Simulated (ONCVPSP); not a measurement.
# An ONCV potential for niobium, from input to tests

Aim: build the potential from the settings below, then test how well it stands in for the atom: other configurations, scattering, ghost states and the plane-wave cutoff that it needs.

Program: ONCVPSP 4.0.1.1 (patched build). Reference atom: LDA (Perdew-Wang 92), scalar-relativistic, spherical and spin-unpolarised. All values are calculated.

## 1. The atom and the settings

The settings as typed:

```
element                 : niobium (Nb, Z = 41)
type                    : optimised norm-conserving Vanderbilt (ONCV)
frozen core             : [Ar] 3d10
valence charge          : 13
reference configuration : 4s2 4p6 4d5
partial waves           : 4s: rc 1.15 bohr, ncon 3, nbas 6, qcut 5.3 1/bohr, 2 projectors, debl 2.6 Ha; 4p: rc 2.15 bohr, ncon 3, nbas 6, qcut 7.8 1/bohr, 1 projector; 4d: rc 2.55 bohr, ncon 3, nbas 8, qcut 7.1 1/bohr, 1 projector; f scattering state at 0.12 Ha: rc 2.00 bohr, ncon 4, nbas 8, qcut 5.5 1/bohr, 1 projector
local potential         : polynomial inside 0.95 bohr (lpopt 4, dvloc0 1 Ha)
core correction         : polynomial model core, fcfact 0.65
```

## 2. Generation

Contents of Nb.dat:

```
# ATOM AND REFERENCE CONFIGURATION
# atsym  z   nc   nv     iexc    psfile
  Nb 41.00    6    3  -001012      upf
#
#   n    l    f
    1    0    2.00
    2    0    2.00
    2    1    6.00
    3    0    2.00
    3    1    6.00
    3    2   10.00
    4    0    2.00
    4    1    6.00
    4    2    5.00
#
# PSEUDOPOTENTIAL AND OPTIMIZATION
# lmax
    3
#
#   l,   rc,      ep,       ncon, nbas, qcut
    0    1.15    0.00    3    6    5.30
    1    2.15    0.00    3    6    7.80
    2    2.55    0.00    3    8    7.10
    3    2.00    0.12    4    8    5.50
#
# LOCAL POTENTIAL
# lloc, lpopt,  rc(5),   dvloc0
    4    4    0.95    1.00
#
# VANDERBILT-KLEINMAN-BYLANDER PROJECTORs
# l, nproj, debl
    0    2    2.60
    1    1    3.20
    2    1    2.90
    3    1    0.90
#
# MODEL CORE CHARGE
# icmod, fcfact, rcfact
    1    0.65    0.00
#
# LOG DERIVATIVE ANALYSIS
# epsh1, epsh2, depsh
   -4.00    5.00    0.02
#
# OUTPUT GRID
# rlmax, drl
    6.00    0.01
#
# TEST CONFIGURATIONS
# ncnf
    4
# nvcnf
#   n    l    f
    4
    4    0    2.00
    4    1    6.00
    4    2    4.00
    5    0    1.00
#
    3
    4    0    2.00
    4    1    6.00
    4    2    4.00
#
    3
    4    0    2.00
    4    1    6.00
    4    2    3.00
#
    4
    4    0    2.00
    4    1    6.00
    4    2    3.00
    5    0    1.00
#
```

Launch:

```sh
oncvpsp.x < Nb.dat > Nb.out
```

**Question.** What will these runs give? Wanted: cutoffs; bound ghosts; GHOST(+) flags; largest test error; largest phase difference near zero energy, channels read; rms error of d²Exc/dn², without and with the model core.

**Answer**, as computed:

| quantity | value |
| --- | --- |
| cutoffs | not determined |
| bound ghosts | none found |
| GHOST(+) flags | s at 229 eV |
| largest test error (AE − PS) | +6.7 meV, for 4s2 4p6 4d3 5s1 |
| largest phase difference near zero energy, channels read | 0.080 rad |
| rms error of d²Exc/dn², without and with the model core | 4.36 and 0.30 mHa |

In words: The worst unpolarised test, 4s2 4p6 4d3 5s1, is off by 6.7 meV on 5.9 eV; by total energies transferability rates as good. No bound ghost shows below the valence levels. Of the channels read, p scatters worst near zero energy, by up to 0.08 rad. The program also flags highly localised states, GHOST(+) (s). All of this concerns the isolated atom, not yet a solid.
